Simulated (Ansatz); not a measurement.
# C2H11SbSi2: the cost of one run

Method: RKS PBE0/def2-SVP, in Ansatz 0.2.0.

## Step 1: The system as given

Bond lengths (14 of 15 bonds, heavy atoms first): C1–C2 1.499 Å, C2–Sb3 2.155 Å, C2–Si4 1.877 Å, Si4–Si5 2.263 Å, C1–H6 1.161 Å, C1–H7 1.128 Å, C1–H8 1.049 Å, C2–H9 1.145 Å, Sb3–H10 1.807 Å, Sb3–H11 1.777 Å, Si4–H12 1.424 Å, Si4–H13 1.542 Å, Si5–H14 1.482 Å, Si5–H15 1.464 Å. Angles (14 of 27 angles, heavy atoms first): C1–C2–Sb3 108.2°, C1–C2–Si4 115.9°, Sb3–C2–Si4 107.0°, C2–Si4–Si5 108.2°, C1–C2–H9 108.9°, Sb3–C2–H9 110.3°, Si4–C2–H9 106.4°, C2–C1–H6 108.8°, C2–C1–H7 108.8°, C2–C1–H8 112.1°, C2–Sb3–H10 90.6°, C2–Sb3–H11 90.8°, C2–Si4–H12 112.5°, C2–Si4–H13 109.0°.

Coordinates:

```xyz
16

C    -0.7935   -1.4460   -0.5480
C     0.4452   -0.6522   -0.2584
Sb    1.8842   -1.0567   -1.8113
Si    0.2273    1.2110   -0.1849
Si   -1.1614    1.6922    1.5356
H    -1.2662   -1.0554   -1.5334
H    -1.5617   -1.2244    0.2474
H    -0.5966   -2.4735   -0.6187
H     0.8603   -0.9701    0.7607
H     3.2115   -0.3901   -0.7819
H     2.1679   -2.6852   -1.1582
H     1.4609    1.8961    0.0046
H    -0.5280    1.6781   -1.4454
H    -0.5621    1.2296    2.8102
H    -1.3470    3.1412    1.6291
H    -2.4636    1.0829    1.3970
```

## Step 2: End point A

The input, input.yaml:

```yaml
crystal:
  periodic: [false, false, false]
  atoms:
    - { symbol: C, position_ang: [-0.7935, -1.446, -0.548] }
    - { symbol: C, position_ang: [0.4452, -0.6522, -0.2584] }
    - { symbol: Sb, position_ang: [1.8842, -1.0567, -1.8113] }
    - { symbol: Si, position_ang: [0.2273, 1.211, -0.1849] }
    - { symbol: Si, position_ang: [-1.1614, 1.6922, 1.5356] }
    - { symbol: H, position_ang: [-1.2662, -1.0554, -1.5334] }
    - { symbol: H, position_ang: [-1.5617, -1.2244, 0.2474] }
    - { symbol: H, position_ang: [-0.5966, -2.4735, -0.6187] }
    - { symbol: H, position_ang: [0.8603, -0.9701, 0.7607] }
    - { symbol: H, position_ang: [3.2115, -0.3901, -0.7819] }
    - { symbol: H, position_ang: [2.1679, -2.6852, -1.1582] }
    - { symbol: H, position_ang: [1.4609, 1.8961, 0.0046] }
    - { symbol: H, position_ang: [-0.528, 1.6781, -1.4454] }
    - { symbol: H, position_ang: [-0.5621, 1.2296, 2.8102] }
    - { symbol: H, position_ang: [-1.347, 3.1412, 1.6291] }
    - { symbol: H, position_ang: [-2.4636, 1.0829, 1.397] }
basis:
  gaussian: { orbitals: def2-SVP }
hamiltonian:
  xc: pbe0
relax:
  f_tol: 0.015
  max_steps: 40
output:
  orbitals: {}
```

Run with:

```sh
$ ansatz run input.yaml --threads 2 --pin off --max-ram 3072MiB --backend cpu --events-out ev --progress --plain --runs-dir out
```

What time and memory should one allow on 2 threads of Arm Neoverse V2, shared host?

About 61 s, with a peak of 0.46 GiB.
